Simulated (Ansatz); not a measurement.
# CH₅AlBBrO: small, medium and large basis sets

Aim: see how fast density functionals converge with the basis set for CH₅AlBBrO.

The runs use Ansatz 0.2.0, Gaussian basis; one geometry, several basis sets.

Plan: PBE0-D4/def2-SVP; ωB97M-V/def2-SVP; PBE0-D4/def2-QZVPP; ωB97M-V/def2-QZVPP; the functionals' def2-TZVPP values are taken from earlier runs.

**1. The geometry**

The geometry comes from an earlier relaxation with PBE0-D4 in a triple-zeta def2 set; it is a stationary point, not always the lowest conformer.

10 atoms, charge 0, spin multiplicity 1.

Atoms are counted from 1 here; the program's logs count them from 0.

Bond lengths: B1–C2 1.574 Å, B1–Br3 2.011 Å, B1–H6 1.196 Å, B1–H7 1.274 Å, C2–O4 1.254 Å, C2–H8 1.098 Å, O4–Al5 1.867 Å, Al5–H7 1.810 Å, Al5–H9 1.576 Å, Al5–H10 1.572 Å. Angles: C2–B1–Br3 100.2°, C2–B1–H6 117.8°, C2–B1–H7 108.7°, Br3–B1–H6 114.4°, Br3–B1–H7 108.1°, H6–B1–H7 107.2°, B1–C2–O4 120.3°, B1–C2–H8 123.6°, O4–C2–H8 115.9°, C2–O4–Al5 106.0°, O4–Al5–H7 90.9°, O4–Al5–H9 110.2°, O4–Al5–H10 111.4°, H7–Al5–H9 103.3°, H7–Al5–H10 104.8°, H9–Al5–H10 128.6°, B1–H7–Al5 113.9°.

Coordinates:

```xyz
10

B    -0.0703   -0.4838    1.0276
C    -1.0799   -0.5416   -0.1787
Br    0.7647   -2.3074    0.8797
O    -0.8621    0.1249   -1.2184
Al    0.6984    1.0958   -0.8904
H    -0.5094   -0.2288    2.1104
H     0.8255    0.3846    0.7692
H    -1.9571   -1.2020   -0.2071
H     0.3515    2.6074   -0.6123
H     1.9218    0.4999   -1.6772
```

**2. PBE0-D4 in def2-SVP**

in.yaml reads:

```yaml
crystal:
  periodic: [false, false, false]
  atoms:
    - {symbol: B, position_ang: [-0.070345, -0.483821, 1.027645]}
    - {symbol: C, position_ang: [-1.079885, -0.541645, -0.178735]}
    - {symbol: Br, position_ang: [0.764732, -2.307386, 0.879730]}
    - {symbol: O, position_ang: [-0.862091, 0.124879, -1.218415]}
    - {symbol: Al, position_ang: [0.698398, 1.095825, -0.890373]}
    - {symbol: H, position_ang: [-0.509410, -0.228792, 2.110447]}
    - {symbol: H, position_ang: [0.825511, 0.384616, 0.769229]}
    - {symbol: H, position_ang: [-1.957059, -1.202027, -0.207128]}
    - {symbol: H, position_ang: [0.351470, 2.607389, -0.612336]}
    - {symbol: H, position_ang: [1.921779, 0.499863, -1.677165]}
basis:
  gaussian: {orbitals: def2-SVP}
hamiltonian: {xc: pbe0, dispersion: d4}
output: {orbitals: {seedname: orbitals}}
```

The run is started by

```sh
$ ansatz run in.yaml --threads 4 --pin off --events-out ev --progress --plain --max-ram 10444MiB
```

After this run come: ωB97M-V in def2-SVP; PBE0-D4 in def2-QZVPP; ωB97M-V in def2-QZVPP.

**Question.** What will the summary of the whole plan be? Wanted: PBE0-D4: double and triple zeta above quadruple; ωB97M-V: double and triple zeta above quadruple.

The runs gave:

| quantity | value |
| --- | --- |
| PBE0-D4: double and triple zeta above quadruple | 17.00, 1.86 eV |
| ωB97M-V: double and triple zeta above quadruple | 17.05, 1.78 eV |

PBE0-D4 gains 15.15 eV from double to triple zeta, then 1.86 eV more. These are total energies; as a rule much of such shifts cancels in differences, which this series doesn't test.
